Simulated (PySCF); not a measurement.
# CH3BrClGa: the cost of one run

Computed with PySCF 2.14.0 and routines of our own; the level stands in each step. Atoms count from 0.

## Step 1: The system as given

7 atoms, charge 0, multiplicity 1; geometry from: GFN2-xTB.

## Step 2: Magnetic properties: GIAO B3LYP/aug-pcSseg-1

The job: settings as JSON, then the geometry in Å.

```
{"job": {"kind": "mag", "xc": "B3LYP", "basis": "aug-pcSseg-1", "isotopologues": 4}, "charge": 0, "multiplicity": 1}
C     -1.001375    -0.302199     0.120910
Ga     0.979122     0.175746     0.124037
Cl     2.607871    -1.122862    -0.087083
Br     1.507031     2.403810     0.365790
H     -1.461468     0.044721    -0.807937
H     -1.122341    -1.383398     0.200309
H     -1.505505     0.189087     0.956488
```

Level: GIAO B3LYP/aug-pcSseg-1 magnetisability, rotational g tensor and spin-rotation constants, non-relativistic, gas phase.

Started as:

```console
OMP_NUM_THREADS=1 python excited_run.py task.json out
```

This one command runs all jobs of the session in turn.

Q: Estimate the wall time and peak memory of this first job on 1 thread of Arm Neoverse V1, shared host.

About 28 s, with a peak of 0.79 GiB.
